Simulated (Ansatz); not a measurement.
**C₂H₆BN: up Jacob's ladder to CCSD(T)**

One table from this session's results is given with a row withheld; the runs are named, their logs left out.

Computed with Ansatz 0.2.0, Gaussian basis. Level: functionals in def2-TZVPP, the program's frozen cores in correlated methods.

Plan: LDA (SPW92), PBE-D4, revPBE-D4, BLYP-D4, r2SCAN-D4, B97M-V, PBE0-D4, B3LYP-D4, r2SCANh-D4, r2SCAN0-D4, HSE06-D4, BHLYP-D4, CAM-B3LYP-D4, LC-ωPBE, ωB97X-V, ωB97M-V, B2PLYP, PBE-QIDH; CCSD(T)/def2-SVP; CCSD(T)/def2-TZVPP; MP2/def2-QZVPP; extrapolation to the limit; RPA on PBE.

### Structure used throughout

The geometry comes from an earlier relaxation with PBE0-D4 in a triple-zeta def2 set; it is a stationary point, not always the lowest conformer.

SMILES `BCC=N`, 10 atoms, charge 0, spin multiplicity 1.

Atoms are counted from 1 here; the program's logs count them from 0.

Bond lengths: B1–C2 1.554 Å, B1–H5 1.196 Å, B1–H6 1.197 Å, C2–C3 1.494 Å, C2–H7 1.094 Å, C2–H8 1.110 Å, C3–N4 1.263 Å, C3–H9 1.095 Å, N4–H10 1.023 Å. Angles: C2–B1–H5 120.3°, C2–B1–H6 120.2°, H5–B1–H6 119.3°, B1–C2–C3 115.9°, B1–C2–H7 114.4°, B1–C2–H8 99.0°, C3–C2–H7 112.1°, C3–C2–H8 108.0°, H7–C2–H8 105.8°, C2–C3–N4 127.7°, C2–C3–H9 115.2°, N4–C3–H9 117.1°, C3–N4–H10 110.8°.

The first run:

Contents of in.yaml:

```yaml
crystal:
  periodic: [false, false, false]
  atoms:
    - {symbol: B, position_ang: [-1.299125, 0.615417, -0.531620]}
    - {symbol: C, position_ang: [-0.201679, -0.440320, -0.220301]}
    - {symbol: C, position_ang: [0.824616, -0.037812, 0.787514]}
    - {symbol: N, position_ang: [2.079204, -0.021752, 0.646961]}
    - {symbol: H, position_ang: [-1.901598, 0.573751, -1.563423]}
    - {symbol: H, position_ang: [-1.596741, 1.434943, 0.288129]}
    - {symbol: H, position_ang: [0.248542, -0.898794, -1.105484]}
    - {symbol: H, position_ang: [-0.840640, -1.225855, 0.235265]}
    - {symbol: H, position_ang: [0.425752, 0.308175, 1.747162]}
    - {symbol: H, position_ang: [2.344570, -0.358951, -0.281203]}
basis:
  gaussian: {orbitals: def2-TZVPP}
hamiltonian: {xc: lda}
output: {orbitals: {seedname: orbitals}}
```

On the command line:

```bash
$ ansatz run in.yaml --threads 2 --pin off --events-out ev --progress --plain --max-ram 4352MiB
```

Steps of the session up to this table: LDA; PBE-D4 (GGA); revPBE-D4 (GGA); BLYP-D4 (GGA); r2SCAN-D4 (meta-GGA); B97M-V (meta-GGA); PBE0-D4 (hybrid); B3LYP-D4 (hybrid); r2SCANh-D4 (hybrid); r2SCAN0-D4 (hybrid); HSE06-D4 (hybrid); BHLYP-D4 (hybrid); CAM-B3LYP-D4 (range-separated); LC-ωPBE (range-separated); ωB97X-V (range-separated); ωB97M-V (range-separated); B2PLYP (double hybrid); PBE-QIDH (double hybrid).

One of the session's tables, all rows but one given; the rest of the session is left out.

```
  functional  HOMO (eV)  LUMO (eV)  gap (eV)
 LDA (SPW92)      -6.17      -2.96      3.22
      PBE-D4      -6.08      -2.66      3.41
   revPBE-D4      -6.03      -2.54      3.49
     BLYP-D4          ?          ?         ?
   r2SCAN-D4      -6.37      -2.24      4.13
      B97M-V      -6.58      -2.36      4.22
     PBE0-D4      -7.56      -1.64      5.92
    B3LYP-D4      -7.32      -1.88      5.44
  r2SCANh-D4      -6.92      -1.89      5.03
  r2SCAN0-D4      -7.76      -1.38      6.38
    HSE06-D4      -7.15      -2.02      5.13
    BHLYP-D4      -9.00      -0.61      8.40
CAM-B3LYP-D4      -9.00      -0.56      8.44
     LC-ωPBE     -10.35       0.69     11.04
     ωB97X-V     -10.02       0.57     10.60
     ωB97M-V      -9.95       0.29     10.23
```

Estimate the missing values for BLYP-D4.

Worked estimate for «HOMO (eV)». Against the share of exact exchange, B3LYP-D4 (0.2, -7.32), BHLYP-D4 (0.5, -9.00) give a slope of -5.60 per unit share; at 0 the line stands at -6.20.

**Answer.** HOMO (eV): -5.98; LUMO (eV): -2.53; gap (eV): 3.45. In «HOMO (eV)» the line misses by -0.22.
